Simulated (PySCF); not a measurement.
# SiMe2(SiMe3)2: geometry, NMR shifts and electronic excitations

Wanted: the NMR shifts and electronic excitations of SiMe2(SiMe3)2 (`C[Si](C)(C)[Si](C)(C)[Si](C)(C)C`), by calculation.

Programs: PySCF 2.14.0, with density-fitted response routines of our own. Each step states its level of theory. These are calculated values for one molecule in the gas phase, unless marked as measured. Atoms are numbered from 0 throughout.

### 1 The molecule as given

35 atoms, charge 0, multiplicity 1; geometry from: GFN2-xTB. The atoms were then displaced at random by about 0.03 Å, so the start is not that level's minimum.

Bonds of the start (Å): Si0–C1 1.90, Si0–C5 1.86, Si0–Si9 2.44, Si0–Si22 2.31, C1–H2 1.12, C1–H3 1.16, C1–H4 1.09, C5–H6 1.09, C5–H7 1.10, C5–H8 1.11, Si9–C10 1.93, Si9–C11 1.89, Si9–C12 1.91, C10–H13 1.11, C10–H14 1.09, C10–H15 1.09, C11–H16 1.07, C11–H17 1.07, C11–H18 1.08, C12–H19 1.13, C12–H20 1.12, C12–H21 0.96, Si22–C23 1.96, Si22–C24 1.85, Si22–C25 1.92, C23–H26 1.12, C23–H27 1.06, C23–H28 1.08, C24–H29 1.20, C24–H30 1.03 and more.

### 2 Optimising the geometry at PBE0-D3(BJ)/def2-SVP

The job: settings as JSON, then the geometry in Å.

```
{"job": {"xc": "PBE0", "basis": "def2-SVP", "d3": "d3bj", "grid": 1, "maxiter": 40, "shake": 0.03, "kind": "geom"}, "charge": 0, "multiplicity": 1}
Si     0.813240    -0.075830     0.518380
C      0.832300    -0.026440     2.417270
H     -0.203060    -0.020810     2.838360
H      1.473020     0.865190     2.793950
H      1.361870    -0.911230     2.760650
C      2.566080     0.024150    -0.096090
H      3.137190     0.885290     0.258270
H      2.681680     0.016640    -1.188090
H      3.114220    -0.842570     0.331530
Si    -0.279340     2.011180    -0.136320
C     -1.187900     1.781100    -1.818330
C     -1.580030     2.585630     1.113500
C      0.880650     3.497570    -0.411690
H     -1.689260     2.715210    -2.156080
H     -1.944750     0.994810    -1.778790
H     -0.467350     1.528110    -2.598560
H     -2.345110     1.846670     1.225810
H     -1.186440     2.804290     2.082540
H     -2.115410     3.461830     0.776690
H      1.412850     3.701840     0.559710
H      1.666450     3.228810    -1.159320
H      0.494170     4.321240    -0.725840
Si    -0.225950    -1.983100    -0.260780
C     -2.108890    -2.041560     0.286390
C     -0.124380    -2.238710    -2.088350
C      0.541490    -3.538990     0.551340
H     -2.604990    -3.000860     0.003490
H     -2.603070    -1.176710    -0.074230
H     -2.199170    -2.034010     1.359450
H     -0.698920    -1.335700    -2.635380
H      0.836350    -2.226830    -2.445790
H     -0.628380    -3.158290    -2.487810
H      1.614600    -3.619180     0.277180
H      0.551600    -3.565340     1.645980
H      0.069510    -4.470190     0.210190
```

Started as:

```
$ OMP_NUM_THREADS=2 python probes_run.py task.json out
```

The driver reads the jobs from task.json and runs them one after another.

**Question.** This job is followed by: GIAO PBE0/pcSseg-1 NMR shielding, non-relativistic, gas phase; TDDFT PBE0/def2-SVPD, vertical, gas phase, core orbitals frozen in the response; GIAO wB97X-D/pcSseg-1 NMR shielding, non-relativistic, gas phase. Predict these results of the whole session: rotational constants (main isotopes); ¹³C shifts against TMS (PBE0/pcSseg-1, means over atoms taken as alike); ¹H shifts against TMS (PBE0/pcSseg-1, means over atoms taken as alike); ²⁹Si shifts against TMS (PBE0/pcSseg-1, means over atoms taken as alike); potential on the surface of density 0.002 e/bohr³, 1st and 99th percentile; lowest singlet (PBE0/def2-SVPD); brightest single state of those computed; lowest triplet; range of the shift of Si0.

As calculated:

| quantity | value |
| --- | --- |
| rotational constants (main isotopes) | 0.88, 0.47, 0.44 GHz |
| ¹³C shifts against TMS (PBE0/pcSseg-1, means over atoms taken as alike) | -1.2, -6.9 ppm |
| ¹H shifts against TMS (PBE0/pcSseg-1, means over atoms taken as alike) | 0.09, 0.08 ppm |
| ²⁹Si shifts against TMS (PBE0/pcSseg-1, means over atoms taken as alike) | -17.2, -52.1 ppm |
| potential on the surface of density 0.002 e/bohr³, 1st and 99th percentile | -0.27 V and 0.59 V |
| lowest singlet (PBE0/def2-SVPD) | 5.86 eV (212 nm), f = 0.061 |
| brightest single state of those computed | state 8, 7.01 eV, f = 0.210 |
| lowest triplet | 5.25 eV |
| range of the shift of Si0 | -52.1 to -51.0 ppm |

In words: The start of the PBE0/def2-SVP relaxation was shaken at random by about 0.03 Å, so part of the energy gained, and of the first lengths quoted, undoes that. Over 11 steps the energy fell by 1.326 eV; of the close pairs, C12–H21 changed most, 0.963 to 1.103 Å. At PBE0/pcSseg-1: The widest tensor belongs to Si0: span 52 ppm, with a paramagnetic part of -483 ppm. The first singlet state (HOMO→LUMO 0.91) lies at 5.86 eV and is bright; of the 10 states computed, the strongest absorption comes from state 8 at 7.01 eV. The lowest triplet lies 0.61 eV below the lowest singlet (triplets in Tamm-Dancoff, singlets in full TDDFT). At PBE0/def2-SVPD, states above −ε(HOMO) (6.50 eV) lie where TDDFT describes them poorly and they hang on the basis; the brightest is among them. In ppm, Si0 moves most: its shift spreads over 1.1 ppm, from -52.1 (PBE0/pcSseg-1) to -51.0 (wB97X-D/pcSseg-1). Most of that comes from the computed reference, not from the atom's own shielding.
